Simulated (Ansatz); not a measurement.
**MnSn3: magnetic states**

An exercise on one series of results from a longer session: the logs are not shown, and one member is left open.

Computed with Ansatz 0.2.0 (DFT PBEsol, scalar-relativistic, plane waves, PAW, unless a step's input says otherwise).

1 further run of the same task is left out (it didn't finish). Runs told in other sessions of the task aren't counted.

## The starting structure

The structure is cubic, space group Fm-3m (No. 225). The conventional cell has a = 6.788 Å, b = 6.788 Å, c = 6.788 Å, α = 90.00°, β = 90.00°, γ = 90.00°. Sn (site symmetry -43m) has 4 Sn at 2.94 Å and 4 Mn at 2.94 Å in its first shell of neighbours. Sn (site symmetry m-3m) has 8 Sn at 2.94 Å in its first shell of neighbours. Mn (site symmetry m-3m) has 8 Sn at 2.94 Å in its first shell of neighbours.

As a file:

```
Sn Mn
1.0
     0.00000    3.39411    3.39411
     3.39411    0.00000    3.39411
     3.39411    3.39411    0.00000
Sn Mn
3 1
Cartesian
  1.6971 1.6971 1.6971
  5.0912 5.0912 5.0912
  3.3941 3.3941 3.3941
  0.0000 0.0000 0.0000
```

The structure is invented: a known structure type filled with these elements, not a reported compound.

Set-up of the first run:

(A quick probe on a coarse mesh, which set the mesh and smearing, is not shown.)

input.yaml reads:

```yaml
crystal:
  lattice:
    - [0.0, 3.3941074405, 3.3941074405]
    - [3.3941074405, 0.0, 3.3941074405]
    - [3.3941074405, 3.3941074405, 0.0]
  atoms:
    - { symbol: Sn, position: [0.25, 0.25, 0.25] }
    - { symbol: Sn, position: [0.75, 0.75, 0.75] }
    - { symbol: Sn, position: [0.5, 0.5, 0.5] }
    - { symbol: Mn, position: [0.0, 0.0, 0.0], spin: 3.64 }
basis:
  ecutwfc: 420
kpoints:
  mp_grid: { grid: [6, 6, 6] }
hamiltonian:
  xc: pbesol
scf:
  occupations: { method: gaussian, width: 0.1 }
output:
  forces: true
  stress: true
  eigenvalues: true
  populations: true
magnetization:
  spin_polarized: true
relax:
  adjacent_minimum: "off"
  f_tol: 0.05
  max_steps: 80
  cell: { stress_tol: 0.5 }
```

Started as:

```
ansatz run input.yaml --threads 1 --pin off --max-ram 2560MiB --backend cpu --events-out ev --progress --plain --runs-dir out
```

Among the steps run: Coarse relaxation; Full relaxation; Start: no spin polarisation; Start: ferromagnetic; Start: large parallel starting moments; Magnetic start: antiferromagnetic, doubled cell, propagation vector (0, 0, 1/2); Start: antiferromagnetic, doubled cell, propagation vector (0, 1/2, 1/2); Magnetic start: small parallel starting moments.

One table of the session follows, with a row left open; its other results are not shown here.

It belongs to the step «The magnetic starts in order of energy». 

```
                                                            start  energy above the lowest (meV/atom)  pressure (GPa)
antiferromagnetic, doubled cell, propagation vector (0, 1/2, 1/2)                                0.00            -0.6
  antiferromagnetic, doubled cell, propagation vector (0, 0, 1/2)                                   ?               ?
                                                    ferromagnetic                                26.6             0.0
                                  large parallel starting moments                                26.6             0.0
                                  small parallel starting moments                                26.6             0.0
                                                          no spin                                 377            -7.2
```

**Question.** Estimate the row for antiferromagnetic, doubled cell, propagation vector (0, 0, 1/2).

As computed: energy above the lowest (meV/atom): 7.99; pressure (GPa): -0.5. In the column «energy above the lowest (meV/atom)» it lies between antiferromagnetic, doubled cell, propagation vector (0, 1/2, 1/2) (0.00) and ferromagnetic (26.6).

Caveats from the session: Only these starts were tried, so a lower state is not ruled out.
